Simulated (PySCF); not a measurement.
# C2H6BFO: the cost of one run

Computed with PySCF 2.14.0, with density-fitted response routines of our own, on a single molecule in the gas phase. Atoms count from 0, in the outputs and in this text.

## 1. The molecule as given

11 atoms, charge 0, multiplicity 1; geometry from: PBE0-D3(BJ)/def2-SVP.

Bonds of the start (Å): C0–O1 1.39, O1–C2 1.39, C2–B3 1.57, B3–F4 1.32, C0–H5 1.11, C0–H6 1.10, C0–H7 1.11, C2–H8 1.12, C2–H9 1.12, B3–H10 1.21.

## 2. Spin-spin couplings: LDA/pcJ-1

What the job is given:

```
{"job": {"kind": "j", "xc": "LDA", "basis": "pcJ-1"}, "charge": 0, "multiplicity": 1}
C     -1.701617     0.442991    -0.115287
O     -0.380367     0.628550     0.278316
C      0.490401    -0.337577    -0.221664
B      1.968115    -0.094197     0.235408
F      2.878257    -0.971743    -0.157623
H     -1.815849     0.479298    -1.217975
H     -2.305199     1.249276     0.324782
H     -2.105694    -0.529460     0.232353
H      0.480885    -0.371549    -1.337074
H      0.195640    -1.368445     0.086443
H      2.337984     0.836303     0.912555
```

Level: LDA/pcJ-1 indirect spin-spin coupling, non-relativistic, gas phase.

Started as:

```bash
> OMP_NUM_THREADS=1 python probes_run.py task.json out
```

This one command runs all jobs of the session in turn.

Q: Estimate the wall time and peak memory of this first job on 1 thread of Arm Neoverse V1, shared host.

About 12 s, with a peak of 0.61 GiB.
